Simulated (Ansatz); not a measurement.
Run this with the Ansatz DFT code, driven from Python and show what comes out.

The script, `xc_cdse.py`:
```python
"""Functional comparison for CdSe (totals differ with the potentials too)."""

import csv

import ansatz

KMESH = (6, 6, 6)
TOLERANCE = 1e-10

lattice = ansatz.Lattice.of(
    (0.0, 3.0702712, 3.0702712),
    (3.0702712, 0.0, 3.0702712),
    (3.0702712, 3.0702712, 0.0),
)
sites = [
    ("Cd", (0.0, 0.0, 0.0)),
    ("Se", (0.75, 0.75, 0.75)),
]
system = ansatz.Crystal(lattice=lattice)
for symbol, position in sites:
    system = system.atom(symbol, position)

base = (
    system.calculation()
    .basis(35 * ansatz.Ry)
    .kpoints(*KMESH)
    .occupations(ansatz.OccupationsMethod.FIXED)
    .scf(tolerance=TOLERANCE)
    .forces()
    .stress()
)

rows = []
for value in ["revpbe", "rpbe", "pbe"]:
    data = base.functional(value).run(threads=1).report
    rows.append((value, data["free_energy_ev"] / len(data["lattice"]["sites"]), data["n_iterations"], sum(data["stress_gpa"][i][i] for i in range(3)) / 3, max(abs(f) for row in data["forces_ev_ang"] for f in row), data["n_kpoints"]))

with open("xc.csv", "w", newline="") as handle:
    writer = csv.writer(handle)
    writer.writerow(["functional", "F/atom (eV)", "iterations", "P (GPa)", "max component (eV/A)", "k-points"])
    writer.writerows([round(v, 5) if isinstance(v, float) else v for v in row] for row in rows)
print(open("xc.csv").read())
```

Output of `python xc_cdse.py`:
```text
functional,F/atom (eV),iterations,P (GPa),max component (eV/A),k-points
revpbe,-6867.49677,8,2.68537,0.0,16
rpbe,-6869.55827,8,3.1978,0.0,16
pbe,-6862.39414,8,1.29471,0.0,16
```

From lowest to highest: PBE (1.3 GPa), revPBE (2.7 GPa) and RPBE (3.2 GPa). At a fixed cell a lower pressure usually means a smaller equilibrium volume, so PBE prefers the smallest cell and RPBE the largest. Gaps by band count in the reports: revPBE 0.68 eV, RPBE 0.73 eV and PBE 0.55 eV (Kohn-Sham values on this mesh, as a rule under measured gaps).

Forces vanish by symmetry here and test nothing. Pressure is positive in compression. This cell is a computed structure, which may not be the phase found in nature. Total energies of different functionals can't be compared; pressures, moments and gaps at this one structure can. Timing: 9.1 s on 1 thread of Arm Neoverse V1 (shared host), peak memory 0.39 GiB.
